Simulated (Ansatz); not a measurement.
# BePd: the cost of one run

Method: DFT PBEsol, scalar-relativistic, plane waves, PAW, in Ansatz 0.2.0.

### Step 1. The structure to begin with

It takes space group Pm-3m (No. 221, cubic). The conventional cell has a = 2.813 Å, b = 2.813 Å, c = 2.813 Å, α = 90.00°, β = 90.00°, γ = 90.00°. Around Be (site symmetry m-3m) lie 8 Pd at 2.44 Å. Pd (site symmetry m-3m) is surrounded by 8 Be at 2.44 Å.

Structure file:

```xyz
16
Lattice="0.0000 0.0000 -5.6260 0.0000 -5.6260 0.0000 -5.6260 0.0000 0.0000" Properties=species:S:1:pos:R:3 pbc="T T T"
Be   -2.8130   -2.8130   -2.8130
Be   -2.8130   -2.8130    0.0000
Be   -2.8130    0.0000   -2.8130
Be   -2.8130    0.0000    0.0000
Be    0.0000   -2.8130   -2.8130
Be    0.0000   -2.8130    0.0000
Be    0.0000    0.0000   -2.8130
Be    0.0000    0.0000    0.0000
Pd   -1.4065   -1.4065   -1.4065
Pd   -1.4065   -1.4065   -4.2195
Pd   -1.4065   -4.2195   -1.4065
Pd   -1.4065   -4.2195   -4.2195
Pd   -4.2195   -1.4065   -1.4065
Pd   -4.2195   -1.4065   -4.2195
Pd   -4.2195   -4.2195   -1.4065
Pd   -4.2195   -4.2195   -4.2195
```

No relaxation comes first: the listed cell is the starting point.

### Step 2. Reference: the perfect supercell

Contents of input.yaml:

```yaml
crystal:
  lattice:
    - [0.0, 0.0, -5.626]
    - [0.0, -5.626, 0.0]
    - [-5.626, 0.0, 0.0]
  atoms:
    - { symbol: Be, position: [0.5, 0.5, 0.5] }
    - { symbol: Be, position: [0.0, 0.5, 0.5] }
    - { symbol: Be, position: [0.5, 0.0, 0.5] }
    - { symbol: Be, position: [0.0, 0.0, 0.5] }
    - { symbol: Be, position: [0.5, 0.5, 0.0] }
    - { symbol: Be, position: [0.0, 0.5, 0.0] }
    - { symbol: Be, position: [0.5, 0.0, 0.0] }
    - { symbol: Be, position: [0.0, 0.0, 0.0] }
    - { symbol: Pd, position: [0.25, 0.25, 0.25] }
    - { symbol: Pd, position: [0.75, 0.25, 0.25] }
    - { symbol: Pd, position: [0.25, 0.75, 0.25] }
    - { symbol: Pd, position: [0.75, 0.75, 0.25] }
    - { symbol: Pd, position: [0.25, 0.25, 0.75] }
    - { symbol: Pd, position: [0.75, 0.25, 0.75] }
    - { symbol: Pd, position: [0.25, 0.75, 0.75] }
    - { symbol: Pd, position: [0.75, 0.75, 0.75] }
  symmetry: { detect: false }
basis:
  ecutwfc: 420
kpoints:
  mp_grid: { grid: [2, 2, 2], shift: [0.5, 0.5, 0.5] }
hamiltonian:
  xc: pbesol
scf:
  occupations: { method: gaussian, width: 0.1 }
output:
  forces: true
  stress: true
  eigenvalues: true
```

The run is started by

```sh
> ansatz run input.yaml --threads 4 --pin off --max-ram 5120MiB --backend cpu --events-out ev --progress --plain --runs-dir out
```

Q: Estimate wall time and peak memory on 4 threads of Arm Neoverse N1, shared host.

About 3.4 s, with a peak of 0.62 GiB.
